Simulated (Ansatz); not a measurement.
# BrFH2SSi, SMILES F[SiH](S)Br: harmonic frequencies at the relaxed geometry

Computed with Ansatz's Python interface.

Run as a notebook:

```python
import itertools

import ansatz as az
from ase.data import atomic_numbers, covalent_radii
import numpy as np
```

```python
GEOMETRY = """
F    -0.03140   -1.56970   -0.75140
Si   -0.20590    0.03300   -0.42490
S     0.28100    0.32100    1.61640
Br   -2.19950    0.72400   -0.77020
H     0.74500    0.79340   -1.29170
H     1.45300   -0.36560    1.57560
"""
```

```python
system = az.Crystal.molecule()
for line in GEOMETRY.strip().splitlines():
    symbol, *xyz = line.split()
    system = system.atom(symbol, [float(v) for v in xyz])
```

```python
setup = (
    system.calculation()
    .basis(gaussian="def2-SVP")
    .functional("b3lyp")
)
symbols = [site.symbol for site in system.cartesian_sites]
start = np.array([site.position_ang for site in system.cartesian_sites], dtype=float)
rep = setup.relax(force_tolerance=0.003).run().report
end = np.array(rep["positions_ang"])
```

```python
# pairs closer than 1.2 times the sum of covalent radii, before or after
radius = [covalent_radii[atomic_numbers[s]] for s in symbols]
span = lambda where, i, j: np.linalg.norm(where[i] - where[j])
bonded = [(i, j) for i, j in itertools.combinations(range(len(symbols)), 2) if min(span(start, i, j), span(end, i, j)) < 1.2 * (radius[i] + radius[j])]
print("pair        before    after (A)")
for i, j in bonded:
    print(f"{symbols[i]}{i}-{symbols[j]}{j}".ljust(10), f"{span(start, i, j):8.4f} {span(end, i, j):8.4f}")
```

    pair        before    after (A)
    F0-Si1       1.6449   1.6217
    Si1-S2       2.1182   2.1325
    Si1-Br3      2.1380   2.2186
    Si1-H4       1.4946   1.4783
    S2-H5        1.3589   1.3564

```python
# same settings at the minimum
minimum = az.Crystal.molecule()
for symbol, place in zip(symbols, end):
    minimum = minimum.atom(symbol, place.tolist())
vibrating = (
    minimum.calculation()
    .basis(gaussian="def2-SVP")
    .functional("b3lyp")
    .phonons(temperatures=(298.15, 498.15, 100))
)
vib = vibrating.run().report["vibrations"]
sums = vib["harmonic_sums"]
modes = [m["omega_inv_cm"] for m in sums["modes_at_gamma"] if m["rigid_motion"] == "no"]
print("frequencies (1/cm):", " ".join(f"{w:.0f}" for w in modes))
print("imaginary modes:", sum(w < 0 for w in modes), " zero-point energy:", round(sums["zero_point_energy_ev"], 4), "eV")
print("T (K)   F_vib (eV)   S_vib (meV/K)   C_vib (meV/K)")
for row in zip(sums["temperatures_k"], sums["vibrational_free_energy_ev"], vib["entropy_ev_per_k"], vib["heat_capacity_ev_per_k"]):
    print(f"{row[0]:6.1f} {row[1]:11.4f} {1000 * row[2]:13.4f} {1000 * row[3]:15.4f}")
```

    frequencies (1/cm): 134 153 221 272 423 537 711 807 842 911 2284 2651
    imaginary modes: 0  zero-point energy: 0.6166 eV
    T (K)   F_vib (eV)   S_vib (meV/K)   C_vib (meV/K)
     298.1      0.5542        0.4907          0.5405
     398.1      0.4964        0.6619          0.6415
     498.1      0.4224        0.8136          0.7105

```python
# all hydrogen replaced by deuterium
heavier = vibrating.phonons(masses={"H": 2.014102}).run().report["vibrations"]["harmonic_sums"]
print("deuterated (1/cm):", " ".join(f"{m['omega_inv_cm']:.0f}" for m in heavier["modes_at_gamma"] if m["rigid_motion"] == "no"))
print("zero-point energy falls by", round(sums["zero_point_energy_ev"] - heavier["zero_point_energy_ev"], 4), "eV")
```

    deuterated (1/cm): 116 133 208 269 399 473 563 616 629 903 1644 1903
    zero-point energy falls by 0.1295 eV

These settings explore the input space; basis and method may be short of convergence. The frequencies are harmonic and unscaled, in a modest basis. b3lyp holds the VWN-RPA fit, as in Gaussian; the form of ORCA and Turbomole is b3lyp5. The result belongs to the one conformer reached from this start, and soft torsions count as harmonic oscillators. The whole script took 3 min on 1 thread of Arm Neoverse V2, with other jobs on the host, peak memory 0.28 GiB.
